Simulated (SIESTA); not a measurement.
Crystal: MgFeO3.

```
Fe Mg O
1.0
     2.54875    1.47152    4.65395
    -2.54875    1.47152    4.65395
     0.00000   -2.94305    4.65395
Fe Mg O
2 2 6
Direct
  0.34759 0.34759 0.34759
  0.65241 0.65241 0.65241
  0.14149 0.14149 0.14149
  0.85851 0.85851 0.85851
  0.72419 0.05838 0.45834
  0.94162 0.54166 0.27581
  0.54166 0.27581 0.94162
  0.45834 0.72419 0.05838
  0.05838 0.45834 0.72419
  0.27581 0.94162 0.54166
```

The cell comes from a database or a generator and needn't be the stable form of this composition.

```yaml
Program: SIESTA 5.4.2
Task: single point
Functional: PBEsol
Potentials_or_basis: PseudoDojo 0.4 standard (PBEsol files)
Basis: DZP (energy shift 0.003 Ry; two zetas on semicore shells)
Grid_cutoff: 800 Ry
Energy_shift: 0.003 Ry
k_mesh: 6 × 6 × 6
Occupations: fermi-dirac, width 0.05 eV
Spin: collinear spin, ferromagnetic start
Starting_moments: "[3.0, 3.0, 0.0, 0.0, 0.0, 0.0, 0.0, 0.0, 0.0, 0.0] μB"
```

On this cell: pressure -12.4 GPa; largest force 1.093 eV/Å; net moment 6.11 μB per cell; site moments Fe +2.78; Mg +0.01; O +0.09 μB; band gap on the k mesh none (metal or under the smearing width).

The same run follows on a disturbed copy (atoms moved at random, drawn with an rms of 0.05 Å):

```
Fe Mg O
1.0
     2.54875    1.47152    4.65395
    -2.54875    1.47152    4.65395
     0.00000   -2.94305    4.65395
Fe Mg O
2 2 6
Direct
  0.35048 0.35891 0.34210
  0.65952 0.65433 0.64355
  0.14475 0.14992 0.12739
  0.85442 0.86140 0.85313
  0.71980 0.06336 0.45628
  0.94216 0.53198 0.28209
  0.54951 0.27860 0.94002
  0.45385 0.71931 0.05936
  0.06444 0.44979 0.72067
  0.27388 0.93653 0.54718
```

Problem. What does the disturbed cell give?

Solution. The energy (extrapolated to zero smearing) moves by +1.2 meV/atom; pressure -11.5 GPa; largest force 1.377 eV/Å; net moment 6.13 μB per cell; site moments Fe +2.74, +2.76; Mg +0.01; O +0.10, +0.12, +0.08, +0.13, +0.09, +0.07 μB; band gap on the k mesh none (metal or under the smearing width).

Forces in eV/Å, atoms in the order of the input:
```
Fe   0.361 -0.547 -1.045
Fe  -0.290 -0.232 -0.154
Mg   0.233 -0.559  0.148
Mg   0.162 -0.058  0.369
O   -0.065 -0.221 -0.680
O   -0.245 -0.033  0.626
O   -0.502 -0.013  0.591
O    0.196  0.252 -0.223
O   -0.540  0.703 -0.586
O    0.690  0.711  0.957
```

Stress tensor (GPa, compression positive):
```
-11.54  -0.43  -0.56
 -0.43 -11.15  -0.09
 -0.56  -0.09 -11.96
```

Caveats: short orbitals over semicore shells can move pressures by several GPa; the basis of atomic orbitals isn't converged, which shifts pressures, moduli and gaps; semilocal functionals often make such compounds metallic where correlation or magnetic order opens a gap, which also shifts bond lengths; only a ferromagnetic start was run, and an antiferromagnetic order may lie lower in energy; forces of over 1 eV/Å show positions far from the minimum, so gaps and moduli don't describe the material at rest (some runs).
